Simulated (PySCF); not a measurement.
# LiBe (quartet): changing the method

What do other methods print for LiBe (quartet)?

Computed with PySCF 2.14.0. Level: each script names its method and basis.

2 further runs of the same task are left out: 2 that didn't finish.

**1. The system as given**

LiBe (quartet): 2 atoms, charge 0, spin multiplicity 4.

No contacts short enough for the rule that draws bonds.

**2. The base run**

input.py reads:

```python
from pyscf import gto, scf, cc

mol = gto.M(
    atom='Li 0 0 0; Be 0 0 2.357',
    basis='def2-svpd',
    charge=0,
    spin=3,
    verbose=4,
)
mf = scf.UHF(mol)
mf.kernel()
mycc = cc.CCSD(mf)
mycc.kernel()
mycc.ccsd_t()
mf.dip_moment()
print('orbital energies (hartree):', [e[max(0, n-3):n+3].round(4) for e, n in zip(mf.mo_energy, mol.nelec)])
```

On the command line:

```bash
$ python input.py
```

**3. SCF alone**

Run 1 changes step after the SCF: ccsd(t) → none.

input.py, as its differences from that of step 2:

```diff
@@ -1,2 +1,2 @@
-from pyscf import gto, scf, cc
+from pyscf import gto, scf
 
@@ -11,5 +11,2 @@
 mf.kernel()
-mycc = cc.CCSD(mf)
-mycc.kernel()
-mycc.ccsd_t()
 mf.dip_moment()
```

**4. Pbe0 (UKS)**

Run 2 changes functional: none (Hartree–Fock) → pbe0; SCF type: UHF → UKS; step after the SCF: ccsd(t) → analyze.

input.py reads:

```python
from pyscf import gto, dft

mol = gto.M(
    atom='Li 0 0 0; Be 0 0 2.357',
    basis='def2-svpd',
    charge=0,
    spin=3,
    verbose=4,
)
mf = dft.UKS(mol, xc='pbe0')
mf.kernel()
mf.analyze()
print('orbital energies (hartree):', [e[max(0, n-3):n+3].round(4) for e, n in zip(mf.mo_energy, mol.nelec)])
```

**5. Lc_wpbe (UKS)**

Run 3 changes functional: none (Hartree–Fock) → lc_wpbe; SCF type: UHF → UKS; step after the SCF: ccsd(t) → analyze.

input.py reads:

```python
from pyscf import gto, dft

mol = gto.M(
    atom='Li 0 0 0; Be 0 0 2.357',
    basis='def2-svpd',
    charge=0,
    spin=3,
    verbose=4,
)
mf = dft.UKS(mol, xc='lc_wpbe')
mf.kernel()
mf.analyze()
print('orbital energies (hartree):', [e[max(0, n-3):n+3].round(4) for e, n in zip(mf.mo_energy, mol.nelec)])
```

**6. RHF**

Run 4 changes SCF type: UHF → RHF.

input.py reads:

```python
from pyscf import gto, scf, cc

mol = gto.M(
    atom='Li 0 0 0; Be 0 0 2.357',
    basis='def2-svpd',
    charge=0,
    spin=3,
    verbose=4,
)
mf = scf.RHF(mol)
mf.kernel()
mycc = cc.CCSD(mf)
mycc.kernel()
mycc.ccsd_t()
mf.dip_moment()
print('orbital energies (hartree):', mf.mo_energy[..., max(0, mol.nelec[1]-3):mol.nelec[0]+3].round(4))
```

**7. CISD**

Run 5 changes step after the SCF: ccsd(t) → cisd.

input.py, as its differences from that of step 2:

```diff
@@ -1,2 +1,2 @@
-from pyscf import gto, scf, cc
+from pyscf import gto, scf, ci
 
@@ -11,5 +11,3 @@
 mf.kernel()
-mycc = cc.CCSD(mf)
-mycc.kernel()
-mycc.ccsd_t()
+ci.CISD(mf).kernel()
 mf.dip_moment()
```

Before running it: what results should come out? Wanted: for each run, E(SCF); from base; gap, α spin; SCF dipole; after the SCF.

The runs gave:

```tsv
run	E(SCF) (hartree)	from base (eV)	cycles	gap, α spin (eV)	SCF dipole (D)	after the SCF
base	-21.929647	0	12	5.13	6.81	CCSD(T) correlation -0.333 eV
SCF alone	-21.929647	0.0000	12	5.13	6.81	n/a
pbe0 (UKS)	-22.016542	not comparable	9	1.73	5.22	n/a
lc_wpbe (UKS)	-22.022342	not comparable	11	5.26	6.58	n/a
RHF	-21.929645	+0.0001	12	n/a	6.81	CCSD(T) correlation -0.333 eV
CISD	-21.929647	0.0000	12	5.13	6.81	CISD correlation -0.328 eV
```

**Reading.** On the same reference and core, CCSD(T) gains 0.33 eV in 1.2 s; CISD reaches 99 % of that in 0.92 s. Total energies of different functionals can't be compared with each other; differences within one functional can.
